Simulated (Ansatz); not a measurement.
# ClF₂H₃O₃Si₂: vertical ionisation energy

An exercise on one series of results from a longer session: the logs are not shown, and one member is left open.

The runs use Ansatz 0.2.0, Gaussian basis; unrestricted cation, the program's frozen cores in correlated methods.

Plan: UKS PBE-D4/def2-TZVPP; UKS r2SCAN-D4/def2-TZVPP; UKS PBE0-D4/def2-TZVPP; UKS B3LYP-D4/def2-TZVPP; UKS wB97X-V/def2-TZVPP; UKS wB97M-V/def2-TZVPP; UKS B2PLYP/def2-TZVPP; UHF-CCSD(T)/def2-TZVPP; UHF-MP2/def2-QZVPP; extrapolation to the limit; then −ε(HOMO) from the neutral's earlier runs with LDA (SPW92), PBE-D4, revPBE-D4, BLYP-D4, r2SCAN-D4, B97M-V, PBE0-D4, B3LYP-D4, r2SCANh-D4, r2SCAN0-D4, HSE06-D4, BHLYP-D4, CAM-B3LYP-D4, LC-ωPBE, ωB97X-V, ωB97M-V.

## Structure used throughout

The geometry comes from an earlier relaxation with PBE0-D4 in a triple-zeta def2 set; it is a stationary point, not always the lowest conformer.

SMILES `O[SiH](Cl)O[Si](O)(F)F`, 11 atoms, charge 0, spin multiplicity 1.

Atoms are counted from 1 here; the program's logs count them from 0.

Bond lengths: O1–Si2 1.621 Å, O1–H9 0.962 Å, Si2–Cl3 2.045 Å, Si2–O4 1.638 Å, Si2–H10 1.465 Å, O4–Si5 1.601 Å, Si5–O6 1.622 Å, Si5–F7 1.574 Å, Si5–F8 1.575 Å, O6–H11 0.958 Å. Angles: Si2–O1–H9 117.4°, O1–Si2–Cl3 111.3°, O1–Si2–O4 110.9°, O1–Si2–H10 108.6°, Cl3–Si2–O4 107.0°, Cl3–Si2–H10 109.4°, O4–Si2–H10 109.6°, Si2–O4–Si5 137.8°, O4–Si5–O6 107.5°, O4–Si5–F7 110.0°, O4–Si5–F8 111.3°, O6–Si5–F7 111.3°, O6–Si5–F8 110.8°, F7–Si5–F8 105.9°, Si5–O6–H11 119.8°.

Set-up of the first run:

in.yaml reads:

```yaml
crystal:
  periodic: [false, false, false]
  atoms:
    - {symbol: O, position_ang: [-0.261774, -1.965719, -0.821393]}
    - {symbol: Si, position_ang: [-1.232817, -1.132561, 0.173519]}
    - {symbol: Cl, position_ang: [-0.979292, -1.712609, 2.117883]}
    - {symbol: O, position_ang: [-0.901775, 0.470238, 0.106078]}
    - {symbol: Si, position_ang: [0.388642, 1.410764, -0.010879]}
    - {symbol: O, position_ang: [1.658017, 0.458022, -0.344763]}
    - {symbol: F, position_ang: [0.169077, 2.488263, -1.137235]}
    - {symbol: F, position_ang: [0.629605, 2.219757, 1.318457]}
    - {symbol: H, position_ang: [0.676722, -1.757044, -0.800419]}
    - {symbol: H, position_ang: [-2.622692, -1.364835, -0.226859]}
    - {symbol: H, position_ang: [2.541586, 0.828822, -0.353688]}
basis:
  gaussian: {orbitals: def2-TZVPP}
total_charge: 1
magnetization: {spin_polarized: true, initial_magnetization: 1}
hamiltonian: {xc: pbe, dispersion: d4}
```

Command:

```
> ansatz run in.yaml --threads 2 --pin off --events-out ev --progress --plain --max-ram 31744MiB --backend cpu
```

Steps of the session up to this table: Cation, UKS PBE-D4/def2-TZVPP; Cation, UKS r2SCAN-D4/def2-TZVPP; Cation, UKS PBE0-D4/def2-TZVPP; Cation, UKS B3LYP-D4/def2-TZVPP; Cation, UKS wB97X-V/def2-TZVPP; Cation, UKS wB97M-V/def2-TZVPP; Cation, UKS B2PLYP (frozen core)/def2-TZVPP; Cation, UHF-CCSD(T)/def2-TZVPP; Cation, UHF-MP2/def2-QZVPP.

One of the session's tables, all rows but one given; the rest of the session is left out.

It belongs to the step «Ionisation energies side by side». For comparison, −ε(HOMO) of the neutral from earlier runs:

```
  functional  −ε(HOMO) (eV)
 LDA (SPW92)           7.92
      PBE-D4           7.74
   revPBE-D4           7.68
     BLYP-D4           7.59
   r2SCAN-D4           8.14
      B97M-V              ?
     PBE0-D4           9.29
    B3LYP-D4           9.00
  r2SCANh-D4           8.71
  r2SCAN0-D4           9.56
    HSE06-D4           8.89
    BHLYP-D4          10.67
CAM-B3LYP-D4          10.70
     LC-ωPBE          12.14
     ωB97X-V          11.76
     ωB97M-V          11.62
```

Q: Estimate the row for B97M-V from the others.

As computed: −ε(HOMO) (eV): 8.24. In the column «−ε(HOMO) (eV)» it lies between r2SCAN-D4 (8.14) and r2SCANh-D4 (8.71).
